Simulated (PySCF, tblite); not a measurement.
# C3H3GeN: infrared bands, NMR shifts, spin-spin couplings, electronic excitations and core binding energies in gas and solvents, part 2 of 2

tblite 0.8.0 and PySCF 2.14.0. Atoms count from 0.

## (8) Shielding tensors: wB97X-D/pcSseg-2

What the job is given:

```
{"job": {"kind": "nmr", "xc": "wB97X-D", "basis": "pcSseg-2", "pop": false}, "charge": 0, "multiplicity": 1}
C      2.253019     0.431371    -0.411627
C      1.152695     0.009334    -0.116825
Ge    -0.552591    -0.653481     0.353011
C     -1.843397     0.678165    -0.165824
N     -2.633233     1.468932    -0.472260
H      3.224992     0.811296    -0.675046
H     -0.671313    -0.837240     1.866305
H     -0.878247    -1.928543    -0.425531
```

Level: GIAO wB97X-D/pcSseg-2 NMR shielding, non-relativistic, gas phase.

Output:

```text
coarse grid: 35496 points
cycle   1  E = -2247.7741679130  dE = -2.357e-01  |g| = 1.133e+00  |ddm| = 2.220e+00
cycle   2  E = -2247.6847589716  dE =  8.941e-02  |g| = 1.367e+00  |ddm| = 8.261e-01
cycle   3  E = -2247.8854139299  dE = -2.007e-01  |g| = 2.084e-01  |ddm| = 5.254e-01
cycle   4  E = -2247.8926814469  dE = -7.268e-03  |g| = 1.071e-01  |ddm| = 1.297e-01
cycle   5  E = -2247.8945445529  dE = -1.863e-03  |g| = 1.044e-02  |ddm| = 5.219e-02
cycle   6  E = -2247.8945720905  dE = -2.754e-05  |g| = 4.571e-03  |ddm| = 1.903e-02
cycle   7  E = -2247.8945765784  dE = -4.488e-06  |g| = 2.696e-03  |ddm| = 6.843e-03
final grid: 73776 points
cycle   8  E = -2247.8942976551  dE = -4.380e-07  |g| = 3.927e-03  |ddm| = 8.364e-03
cycle   9  E = -2247.8942931354  dE =  4.520e-06  |g| = 5.948e-03  |ddm| = 7.430e-03
cycle  10  E = -2247.8943012053  dE = -8.070e-06  |g| = 9.461e-05  |ddm| = 4.365e-03
cycle  11  E = -2247.8943012077  dE = -2.411e-09  |g| = 5.776e-05  |ddm| = 1.427e-04
cycle  12  E = -2247.8943012084  dE = -6.271e-10  |g| = 3.364e-05  |ddm| = 6.767e-05
cycle  13  E = -2247.8943012086  dE = -2.342e-10  |g| = 8.931e-06  |ddm| = 2.313e-05
converged SCF energy = -2247.8943012086

GIAO shielding tensors (ppm)
atom      isotropic    diamagn.    paramagn.     s11        s22        s33       span
  0 C       75.729     262.415    -186.685    -13.507    -12.328    253.023    266.530
  1 C      103.333     258.695    -155.361      7.612      9.142    293.245    285.633
  2 Ge    1571.603    2756.565   -1184.963   1543.508   1568.085   1603.215     59.707
  3 C       57.886     260.782    -202.896    -60.199    -57.787    291.643    351.841
  4 N     -104.249     330.127    -434.376   -312.977   -306.529    306.760    619.738
  5 H       29.059      31.484      -2.425     24.010     24.058     39.108     15.098
  6 H       26.715      27.742      -1.027     20.498     21.901     37.747     17.249
  7 H       26.720      27.725      -1.005     20.501     21.905     37.755     17.254
```

It took 34 s on 1 thread of Arm Neoverse V1, shared host; peak memory 1.1 GiB.

This run: δ C3 126.5, C0 108.7, C1 81.1, Ge2 -242, H6 4.64, H5 2.30 ppm (means over like atoms).

## (9) Core-electron binding energies: SCAN, X2C

Settings changed since step 8:

```diff
@@ -1,2 +1,2 @@
-{"job": {"kind": "nmr", "xc": "wB97X-D", "basis": "pcSseg-2", "pop": false}, "charge": 0, "multiplicity": 1}
+{"job": {"kind": "xps"}, "charge": 0, "multiplicity": 1}
 C      2.253019     0.431371    -0.411627
```

With the program's defaults for keys left out, this is: delta-SCF UKS SCAN, pcX-2 on the ionised atom, pcseg-1 elsewhere, spin-free X2C.

Output:

```text
ground state, core basis on atom 0 (C), 129 functions
  cycle   1  E = -2264.63531439  |g| = 5.35e-01
  cycle   2  E = -2264.41110219  |g| = 1.06e+00
  cycle   3  E = -2264.67681345  |g| = 3.72e-01
  cycle   4  E = -2264.70936393  |g| = 5.47e-02
  cycle   5  E = -2264.70915215  |g| = 6.26e-02
  cycle   6  E = -2264.71016563  |g| = 9.22e-03
  cycle   7  E = -2264.71019324  |g| = 2.17e-03
  cycle   8  E = -2264.71019323  |g| = 5.76e-04
  cycle   9  E = -2264.71019392  |g| = 1.08e-04
  E(ground) = -2264.84771071 Eh
hole in C 1s of atom 0
  cycle   1  E = -2253.43369189  |g| = 1.50e+00
  cycle   2  E = -2247.54931813  |g| = 2.90e+00
  cycle   3  E = -2252.56550483  |g| = 1.56e+00
  cycle   4  E = -2253.82769063  |g| = 6.09e-01
  cycle   5  E = -2253.87759596  |g| = 5.15e-01
  cycle   6  E = -2253.99239298  |g| = 2.04e-01
  cycle   7  E = -2254.01122655  |g| = 4.57e-02
  cycle   8  E = -2254.01244730  |g| = 2.22e-02
  cycle   9  E = -2254.01295264  |g| = 9.42e-03
  cycle  10  E = -2254.01318530  |g| = 5.84e-03
  cycle  11  E = -2254.01331096  |g| = 2.78e-03
  cycle  12  E = -2254.01332743  |g| = 1.04e-03
  cycle  13  E = -2254.01332692  |g| = 4.01e-04
  E(ion) = -2254.14991230 Eh   <S^2> = 0.8611   hole on atom = 1.000   binding energy = 291.102 eV
ground state, core basis on atom 1 (C), 129 functions
  cycle   1  E = -2264.71145875  |g| = 6.49e-02
  cycle   2  E = -2264.70943394  |g| = 9.30e-02
  cycle   3  E = -2264.71103788  |g| = 5.11e-02
  cycle   4  E = -2264.71170214  |g| = 1.27e-02
  cycle   5  E = -2264.71174215  |g| = 2.98e-03
  cycle   6  E = -2264.71174117  |g| = 4.12e-04
  E(ground) = -2264.84917126 Eh
hole in C 1s of atom 1
  cycle   1  E = -2253.44133683  |g| = 1.51e+00
  cycle   2  E = -2246.58153493  |g| = 3.11e+00
  cycle   3  E = -2252.10321936  |g| = 1.70e+00
  cycle   4  E = -2253.98808642  |g| = 2.28e-01
  cycle   5  E = -2253.89419732  |g| = 5.09e-01
  cycle   6  E = -2254.01705705  |g| = 6.65e-02
  cycle   7  E = -2254.01957185  |g| = 1.89e-02
  cycle   8  E = -2254.02001949  |g| = 1.09e-02
  cycle   9  E = -2254.02028352  |g| = 1.06e-02
  cycle  10  E = -2254.02042139  |g| = 6.01e-03
  cycle  11  E = -2254.02047415  |g| = 2.17e-03
  cycle  12  E = -2254.02047821  |g| = 4.97e-04
  E(ion) = -2254.15699040 Eh   <S^2> = 0.8626   hole on atom = 1.000   binding energy = 290.949 eV
ground state, core basis on atom 3 (C), 129 functions
  cycle   1  E = -2264.71150261  |g| = 5.78e-02
  cycle   2  E = -2264.71117510  |g| = 4.00e-02
  cycle   3  E = -2264.71061064  |g| = 6.14e-02
  cycle   4  E = -2264.71158452  |g| = 3.21e-03
  cycle   5  E = -2264.71158497  |g| = 1.62e-03
  cycle   6  E = -2264.71158379  |g| = 6.19e-04
  cycle   7  E = -2264.71158531  |g| = 7.73e-05
  E(ground) = -2264.85018601 Eh
hole in C 1s of atom 3
  cycle   1  E = -2253.43117501  |g| = 1.50e+00
  cycle   2  E = -2247.04762393  |g| = 2.72e+00
  cycle   3  E = -2243.51034159  |g| = 2.78e+00
  cycle   4  E = -2253.91277097  |g| = 3.23e-01
  cycle   5  E = -2253.95594453  |g| = 2.17e-01
  cycle   6  E = -2253.95470886  |g| = 2.36e-01
  cycle   7  E = -2253.98164646  |g| = 7.45e-02
  cycle   8  E = -2253.98545258  |g| = 1.85e-02
  cycle   9  E = -2253.98556772  |g| = 1.55e-02
  cycle  10  E = -2253.98567760  |g| = 6.32e-03
  cycle  11  E = -2253.98572258  |g| = 2.70e-03
  cycle  12  E = -2253.98575550  |g| = 1.09e-03
  cycle  13  E = -2253.98576160  |g| = 3.43e-04
  E(ion) = -2254.12322735 Eh   <S^2> = 0.8307   hole on atom = 1.000   binding energy = 291.895 eV
ground state, core basis on atom 4 (N), 129 functions
  cycle   1  E = -2264.72014682  |g| = 7.42e-02
  cycle   2  E = -2264.71931663  |g| = 6.55e-02
  cycle   3  E = -2264.71853036  |g| = 8.80e-02
  cycle   4  E = -2264.72024683  |g| = 5.97e-03
  cycle   5  E = -2264.72025440  |g| = 2.85e-03
  cycle   6  E = -2264.72025493  |g| = 4.11e-04
  E(ground) = -2264.85591956 Eh
hole in N 1s of atom 4
  cycle   1  E = -2249.11967239  |g| = 1.84e+00
  cycle   2  E = -2243.46369074  |g| = 2.83e+00
  cycle   3  E = -2238.74316879  |g| = 2.82e+00
  cycle   4  E = -2249.52515997  |g| = 7.88e-01
  cycle   5  E = -2249.25063252  |g| = 1.19e+00
  cycle   6  E = -2249.81148939  |g| = 1.70e-01
  cycle   7  E = -2249.80868312  |g| = 1.68e-01
  cycle   8  E = -2249.82476227  |g| = 2.60e-02
  cycle   9  E = -2249.82524986  |g| = 1.21e-02
  cycle  10  E = -2249.82545258  |g| = 6.35e-03
  cycle  11  E = -2249.82553732  |g| = 3.60e-03
  cycle  12  E = -2249.82555198  |g| = 1.19e-03
  cycle  13  E = -2249.82555402  |g| = 3.21e-04
  E(ion) = -2249.96111019 Eh   <S^2> = 0.8240   hole on atom = 1.000   binding energy = 405.308 eV
```

Run time: 17 s. Hardware: 1 thread of Arm Neoverse V1, shared host; peak memory 0.46 GiB.

Binding energies by hole, beside the orbital energy of the ground state; the difference holds orbital relaxation and, for a density functional, its self-interaction error:

| hole | stands for | environment | ΔSCF (eV) | −ε (eV) | ⟨S²⟩ |
| --- | --- | --- | --- | --- | --- |
| C1s on C0 | C0 | terminal alkyne carbon | 291.10 (doubtful) | 274.5 | 0.861 |
| C1s on C1 | C1 | alkyne carbon | 290.95 (doubtful) | 274.3 | 0.863 |
| C1s on C3 | C3 | nitrile carbon | 291.90 | 274.6 | 0.831 |
| N1s on N4 | N4 | nitrile nitrogen | 405.31 | 386.3 | 0.824 |

Doubtful: the ion did not converge, its hole moved, or its ⟨S²⟩ is well above 0.75.

## (10) Nuclear shieldings: PBE0/pcSseg-1 in chloroform

Settings changed since step 9:

```diff
@@ -1,2 +1,2 @@
-{"job": {"kind": "xps"}, "charge": 0, "multiplicity": 1}
+{"job": {"kind": "nmr", "xc": "PBE0", "basis": "pcSseg-1", "solvent": "chloroform", "pop": true}, "charge": 0, "multiplicity": 1}
 C      2.253019     0.431371    -0.411627
```

Method: GIAO PBE0/pcSseg-1 NMR shielding, non-relativistic, IEF-PCM chloroform.

Output:

```text
coarse grid: 35496 points
cycle   1  E = -2246.9905105432  dE = -2.002e-01  |g| = 9.781e-01  |ddm| = 3.022e+00
cycle   2  E = -2246.8731225610  dE =  1.174e-01  |g| = 1.204e+00  |ddm| = 1.281e+00
cycle   3  E = -2247.0565127817  dE = -1.834e-01  |g| = 3.654e-01  |ddm| = 8.512e-01
cycle   4  E = -2247.0843868378  dE = -2.787e-02  |g| = 7.828e-02  |ddm| = 2.194e-01
cycle   5  E = -2247.0853556975  dE = -9.689e-04  |g| = 1.444e-02  |ddm| = 4.663e-02
cycle   6  E = -2247.0853942718  dE = -3.857e-05  |g| = 7.255e-03  |ddm| = 1.299e-02
cycle   7  E = -2247.0854068093  dE = -1.254e-05  |g| = 1.236e-03  |ddm| = 4.758e-03
cycle   8  E = -2247.0854071886  dE = -3.793e-07  |g| = 1.729e-04  |ddm| = 1.065e-03
final grid: 73776 points
cycle   9  E = -2247.0853807731  dE =  1.330e-08  |g| = 3.542e-04  |ddm| = 7.279e-04
cycle  10  E = -2247.0853806690  dE =  1.041e-07  |g| = 7.814e-04  |ddm| = 5.918e-04
cycle  11  E = -2247.0853808006  dE = -1.315e-07  |g| = 5.310e-05  |ddm| = 4.071e-04
cycle  12  E = -2247.0853808012  dE = -6.626e-10  |g| = 1.240e-05  |ddm| = 4.509e-05
converged SCF energy = -2247.0853808012

GIAO shielding tensors (ppm)
atom      isotropic    diamagn.    paramagn.     s11        s22        s33       span
  0 C       75.733     259.127    -183.393    -12.880    -12.794    252.874    265.755
  1 C      107.168     268.498    -161.331     14.091     15.626    291.787    277.696
  2 Ge    1574.464    2752.165   -1177.701   1548.047   1569.123   1606.224     58.176
  3 C       59.017     262.363    -203.347    -57.792    -55.868    290.710    348.502
  4 N      -87.537     337.715    -425.252   -287.968   -282.303    307.660    595.628
  5 H       28.484      31.410      -2.927     23.341     23.346     38.764     15.423
  6 H       26.314      25.094       1.221     19.965     21.424     37.554     17.589
  7 H       26.321      25.082       1.238     19.970     21.430     37.562     17.592
```

Wall time 9.7 s (1 thread of Arm Neoverse V1, shared host); peak memory 0.71 GiB.

This run: δ C3 126.1, C0 109.4, C1 78.0, Ge2 -245, H6 4.93, H5 2.76 ppm (means over like atoms).

## (11) Ultraviolet spectrum: CAM-B3LYP/def2-SVPD in chloroform

Settings changed since step 10:

```diff
@@ -1,2 +1,2 @@
-{"job": {"kind": "nmr", "xc": "PBE0", "basis": "pcSseg-1", "solvent": "chloroform", "pop": true}, "charge": 0, "multiplicity": 1}
+{"job": {"kind": "uv", "xc": "CAM-B3LYP", "basis": "def2-SVPD", "solvent": "chloroform", "nstates": 6, "ntriplets": 0}, "charge": 0, "multiplicity": 1}
 C      2.253019     0.431371    -0.411627
```

With the program's defaults for keys left out, this is: TDDFT CAM-B3LYP/def2-SVPD, vertical, IEF-PCM chloroform (non-equilibrium linear response), core orbitals frozen in the response.

Output:

```text
coarse grid: 35496 points
cycle   1  E = -2247.3673544856  dE = -1.732e-01  |g| = 6.105e-01  |ddm| = 6.391e+00
cycle   2  E = -2247.3157908825  dE =  5.156e-02  |g| = 8.268e-01  |ddm| = 1.789e+00
cycle   3  E = -2247.4369993280  dE = -1.212e-01  |g| = 1.446e-01  |ddm| = 9.945e-01
cycle   4  E = -2247.4409434086  dE = -3.944e-03  |g| = 4.301e-02  |ddm| = 2.059e-01
cycle   5  E = -2247.4412777229  dE = -3.343e-04  |g| = 7.493e-03  |ddm| = 1.015e-01
cycle   6  E = -2247.4412892120  dE = -1.149e-05  |g| = 4.288e-03  |ddm| = 2.285e-02
cycle   7  E = -2247.4412936431  dE = -4.431e-06  |g| = 1.015e-03  |ddm| = 8.525e-03
final grid: 73776 points
cycle   8  E = -2247.4412476454  dE =  2.069e-07  |g| = 1.401e-03  |ddm| = 3.518e-03
cycle   9  E = -2247.4412469745  dE =  6.709e-07  |g| = 2.181e-03  |ddm| = 4.343e-03
cycle  10  E = -2247.4412481239  dE = -1.149e-06  |g| = 8.301e-05  |ddm| = 2.664e-03
cycle  11  E = -2247.4412481257  dE = -1.819e-09  |g| = 8.067e-06  |ddm| = 1.650e-04
cycle  12  E = -2247.4412481258  dE = -2.183e-11  |g| = 6.060e-06  |ddm| = 4.336e-05
converged SCF energy = -2247.4412481258

Static polarisability (au): isotropic 77.852, principal 60.857 75.494 97.205

Singlet excitations
state   eV       nm        f      main configurations
  1   6.0583    204.7   0.00044   H->L 0.45, H->L+2 0.24, H-1->L+1 0.10
  2   6.3389    195.6   0.00269   H->L+1 0.30, H-1->L 0.30, H->L+4 0.16
  3   6.3753    194.5   0.00069   H-1->L+1 0.52, H-1->L+4 0.28, H->L 0.10
  4   7.2222    171.7   0.00041   H-2->L 0.35, H-3->L+1 0.16, H-2->L+3 0.14
  5   7.5430    164.4   0.02751   H-3->L 0.26, H-2->L+1 0.26, H-2->L+4 0.10
  6   7.5634    163.9   0.00108   H-3->L+1 0.42, H-3->L+4 0.19, H-2->L 0.08
```

Wall time 13 s (1 thread of Arm Neoverse V1, shared host); peak memory 0.75 GiB.

Key values: HOMO -9.95 eV, LUMO 0.44 eV; lowest singlet 6.06 eV.

## (12) Side by side: NMR shifts

Shifts (ppm), means over like atoms, with basis size and wall time:

| run | C3 | C0 | C1 | H6 | H5 | Ge2 | N4 | functions | time |
| --- | --- | --- | --- | --- | --- | --- | --- | --- | --- |
| PBE0/pcSseg-1 | 120.2 | 106.6 | 77.7 | 4.74 | 2.40 | -246 | 370.5 | 124 | 14 s |
| wB97X-D/pcSseg-2 | 126.5 | 108.7 | 81.1 | 4.64 | 2.30 | -242 | 364.3 | 249 | 34 s |
| PBE0/pcSseg-1 in chloroform | 126.1 | 109.4 | 78.0 | 4.93 | 2.76 | -245 | 355.3 | 124 | 9.7 s |

## (13) Comparing the runs: electronic excitations

Excitations and ground-state properties, with basis size and wall time:

| run | lowest singlet (eV) | brightest (eV) | f | gap (eV) | α (Å³) | μ (D) | functions | time |
| --- | --- | --- | --- | --- | --- | --- | --- | --- |
| CAM-B3LYP/def2-SVPD | 6.03 | 7.84 | 0.015 | 10.44 | 9.56 | 4.03 | 142 | 82 s |
| CAM-B3LYP/def2-SVPD in chloroform | 6.06 | 7.54 | 0.028 | 10.38 | 11.54 | 4.81 | 142 | 13 s |

## (14) Summary of results

The summary covers parts 1 to 2.

```
                                                              quantity                        value
                             strongest single infrared mode (GFN2-xTB)        2053 cm⁻¹, 405 km/mol
                                          zero-point energy (GFN2-xTB)                25.7 kcal/mol
                                                           point group                           Cs
                                  rotational constants (main isotopes)         6.05, 2.17, 1.63 GHz
                                13C shifts against TMS (PBE0/pcSseg-1)       120.2, 106.6, 77.7 ppm
1H shifts against TMS (PBE0/pcSseg-1, means over atoms taken as alike)               4.74, 2.40 ppm
                             73Ge shifts against GeMe4 (PBE0/pcSseg-1)                     -246 ppm
                                15N shifts against NH3 (PBE0/pcSseg-1)                    370.5 ppm
                                 surface potential, 1st and 99th percentile           -1.68 V and 1.92 V
                  largest coupling of the table (B3LYP/pcSseg-1+pcJ-1)      1J(C,H) C0–H5, 269.0 Hz
                                  lowest singlet (CAM-B3LYP/def2-SVPD)  6.03 eV (206 nm), f = 0.000
                              brightest single state of those computed  state 8, 7.84 eV, f = 0.015
                                                        lowest triplet                      4.96 eV
                                     vertical ionisation energy (ΔSCF)                     11.14 eV
          C1s binding energies, SCAN/pcX-2 (standing for 1 of 3 atoms)                 C3 291.90 eV
                                      N1s binding energies, SCAN/pcX-2                 N4 405.31 eV
                                              range of the shift of N4           355.3 to 370.5 ppm
                                           range of the lowest singlet              6.03 to 6.06 eV
```

Over 31 steps the energy fell by 0.042 eV; of the close pairs, Ge2–H7 changed most, 1.543 to 1.496 Å (GFN2-xTB). All 18 modes are real, so the xTB geometry is a minimum. The strongest single mode, at 2053 cm⁻¹, moves mainly H7 and H6. Unscaled tight-binding wavenumbers are off by several per cent, some by more. Its intensities can rank the bands wrongly. The optimisation took 7 steps and gained 0.087 eV; among the close pairs (by a distance rule), Ge2–H7 changed most, from 1.479 to 1.529 Å (PBE0/def2-SVP). The most deshielded carbon is C3 (nitrile carbon), at 120.2 ppm: typical of a nitrile. At PBE0/pcSseg-1: The largest span, 619 ppm, is at N4, where the paramagnetic term is -441 ppm. At PBE0/pcSseg-1, counted by nearest atom on the grid, the HOMO lies on C0, C1 about 42 % each, the LUMO on C0, C1 about 21 % each; C3 15 %. The first singlet state (HOMO→LUMO 0.50, HOMO−1→LUMO+1 0.17) lies at 6.03 eV and is dark; of the 10 states computed, the strongest absorption comes from state 8 at 7.84 eV. The lowest triplet lies 1.07 eV below the lowest singlet (triplets in Tamm-Dancoff, singlets in full TDDFT). The orbital energy would give 10.13 eV for ionisation, ΔSCF gives 11.14 eV. In ppm, N4 moves most: its shift spreads over 15.1 ppm, from 355.3 (PBE0/pcSseg-1 in chloroform) to 370.5 (PBE0/pcSseg-1). The lowest singlet runs from 6.03 eV (CAM-B3LYP/def2-SVPD) to 6.06 eV (CAM-B3LYP/def2-SVPD in chloroform), while the orbital gap spans 10.38 to 10.44 eV. The lowest state need not be the same one in every run. The runs solved for a few states only, so the brightest column depends on that window. Spin-orbit coupling is left out, which matters for shieldings and couplings at and beside the heavy atoms.
